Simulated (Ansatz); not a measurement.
# Zn3Sb: the cost of one run

Program: Ansatz 0.2.0, driven from Python. Level of theory: DFT PBE+D3(BJ), plane waves, PAW. These are calculated values, not measurements.

**1. The structure**

The structure is tetragonal, space group I4/mmm (No. 139). The conventional cell has a = 4.145 Å, b = 4.145 Å, c = 8.541 Å, α = 90.00°, β = 90.00°, γ = 90.00°. Zn (site symmetry -4m2) has 8 Zn at 2.93 to 2.98 Å and 4 Sb at 2.98 Å as nearest neighbours. Zn (site symmetry 4/mmm) has 4 Sb at 2.93 Å and 8 Zn at 2.98 Å as nearest neighbours. Around Sb (site symmetry 4/mmm) lie 12 Zn at 2.93 to 2.98 Å.

The script holds or builds the structure itself.

**2. Script**

Input file ecut_zn3sb.py:

```python
"""Convergence of Zn3Sb with the plane-wave cutoff."""

from dataclasses import dataclass

import ansatz as az
from tabulate import tabulate


@dataclass(frozen=True)
class RunConfig:
    tolerance: float = 1e-09
    filling: str = "Methfessel-Paxton"
    sigma: float = 0.1
    mesh: tuple[int, ...] = (6, 6, 6)
    functional: str = "PBE"
    dispersion: str = "d3bj"


settings = RunConfig()

cell = (
    az.Lattice.from_parameters(5.179625, 5.179625, 5.179625, alpha=132.82816, beta=132.82816, gamma=68.92413)
    .atom("Zn", [0.75, 0.25, 0.5])
    .atom("Zn", [0.25, 0.75, 0.5])
    .atom("Zn", [0.5, 0.5, 0.0])
    .atom("Sb", [0.0, 0.0, 0.0])
)

calculation = cell.calculation()
calculation = calculation.scf(tolerance=settings.tolerance)
calculation = calculation.occupations(settings.filling, width=settings.sigma)
calculation = calculation.kpoints(mesh=settings.mesh, center="monkhorst-pack").functional(settings.functional, dispersion=settings.dispersion)

rows = []
for value in [250, 325, 400, 475, 550]:
    report = calculation.basis(value).run().report
    rows.append((value, report["free_energy_ev"] / len(report["lattice"]["sites"]), report["n_iterations"], report["n_pw"]))

print(tabulate(rows, headers=["cutoff (eV)", "F/atom (eV)", "iterations", "plane waves"], floatfmt=".4f", tablefmt="plain"))

# the last row is the reference
for row in rows[:-1]:
    shift = 1000 * (row[1] - rows[-1][1])
    print(f"{row[0]}: {shift:+.2f} meV/atom" + ("  (within 5 meV)" if abs(shift) < 5 else ""))
```

**3. What the engine is handed**

The engine receives this input (first run):

```yaml
crystal:
  lattice:
    a: 5.179625
    b: 5.179625
    c: 5.179625
    alpha: 132.82816
    beta: 132.82816
    gamma: 68.92413
  atoms:
    - { symbol: Zn, position: [0.75, 0.25, 0.5] }
    - { symbol: Zn, position: [0.25, 0.75, 0.5] }
    - { symbol: Zn, position: [0.5, 0.5, 0.0] }
    - { symbol: Sb, position: [0.0, 0.0, 0.0] }
basis:
  ecutwfc: 250.0
kpoints:
  mp_grid:
    grid: [6, 6, 6]
    shift: [0.5, 0.5, 0.5]
hamiltonian:
  xc: pbe
  dispersion: d3bj
scf:
  convergence:
    dr2_threshold: 1.0e-09
  occupations:
    method: methfessel_paxton
    width: 0.1
```

**4. The run**

Command:

```bash
python ecut_zn3sb.py
```

What time and memory should one allow on 1 thread of Arm Neoverse V2, shared host?

About 18 s, with a peak of 0.45 GiB.
